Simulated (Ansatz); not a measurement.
# TiRuO4: the cost of one run

Program: Ansatz 0.2.0. Level of theory: DFT PBE, scalar-relativistic, plane waves, PAW. These are calculated values, not measurements.

1 further run of the same task is left out (it didn't finish).

## 1. The structure to begin with

The structure is orthorhombic, space group Cmmm (No. 65). The conventional cell has a = 6.546 Å, b = 6.661 Å, c = 2.969 Å, α = 90.00°, β = 90.00°, γ = 90.00°. Ti (site symmetry mmm) has 6 O at 1.96 to 2.01 Å as nearest neighbours. Ru (site symmetry mmm) has 6 O at 1.99 to 2.00 Å as nearest neighbours. O (site symmetry 2mm) has 2 Ti at 1.96 Å and 1 Ru at 2.00 Å as nearest neighbours. O (site symmetry m2m) is surrounded by 2 Ru at 1.99 Å and 1 Ti at 2.01 Å.

Structure file:

```
CELL_PARAMETERS angstrom
3.33072 -3.27320 0.00000
3.33072 3.27320 0.00000
0.00000 0.00000 2.96861
ATOMIC_POSITIONS crystal
Ti 0.50000 0.50000 0.00000
Ru 0.00000 0.00000 0.50000
O 0.30552 0.69448 0.50000
O 0.80148 0.80148 0.00000
O 0.19852 0.19852 0.00000
O 0.69448 0.30552 0.50000
```

The cell was relaxed beforehand at this level, from a generated guess; it is a trial structure. At a tolerance of 0.05 Å it has space group Cmmm (No. 65); it has 10.79 Å³/atom, an uncorrected energy of -1.94 eV/atom over the elements.

## 2. Bands, states and charges

The input, input.yaml:

```yaml
crystal:
  lattice:
    - [3.3307165985, -3.2731962068, 0.0]
    - [3.3307165985, 3.2731962068, 0.0]
    - [0.0, 0.0, 2.9686118777]
  atoms:
    - { symbol: Ti, position: [0.5, 0.5, 0.0] }
    - { symbol: Ru, position: [0.0, 0.0, 0.5], spin: -0.85 }
    - { symbol: O, position: [0.3055158087, 0.6944841913, 0.5] }
    - { symbol: O, position: [0.801484062, 0.801484062, 0.0], spin: -0.12 }
    - { symbol: O, position: [0.198515938, 0.198515938, 0.0], spin: -0.12 }
    - { symbol: O, position: [0.6944841913, 0.3055158087, 0.5] }
basis:
  ecutwfc: 420
kpoints:
  mp_grid: { grid: [8, 8, 12] }
  band_path:
    path:
      - [[0.0, 0.0, 0.0], [0.5, 0.5, 0.0], [0.50856028, 0.49143972, 0.0]]
      - [[0.49143972, -0.49143972, 0.0], [0.0, 0.0, 0.0], [0.0, 0.0, 0.5], [0.49143972, -0.49143972, 0.5]]
      - [[0.50856028, 0.49143972, 0.5], [0.5, 0.5, 0.5], [0.5, 0.5, 0.0]]
      - [[0.0, 0.0, 0.0], [0.5, 0.0, 0.0], [0.5, 0.0, 0.5], [0.0, 0.0, 0.5], [0.5, 0.5, 0.5]]
    npoints: 14
hamiltonian:
  xc: pbe
scf:
  occupations: { method: gaussian, width: 0.1 }
  n_extra_bands: 15
output:
  forces: true
  stress: true
  eigenvalues: true
  populations: true
  dos: { projected: true, de: 0.02, nscf_kmesh: { grid: [10, 10, 15] } }
  bader: true
  write_density: true
  write_potential: true
  elf: true
  volumetric_format: npy
magnetization:
  spin_polarized: true
checkpoint:
  read: start.run
  write: ck
  compress: false
  write_wavefunctions: false
  write_every: 100000
```

The run is started by

```
> ansatz run input.yaml --threads 1 --pin off --max-ram 2560MiB --backend cpu --events-out ev --progress --plain --runs-dir out
```

**Question.** How long does this run take on 1 thread of Intel Xeon at 2.50GHz (Skylake/Cascade Lake), shared host, and how much memory does it need?

About 5.1 min, with a peak of 0.81 GiB.
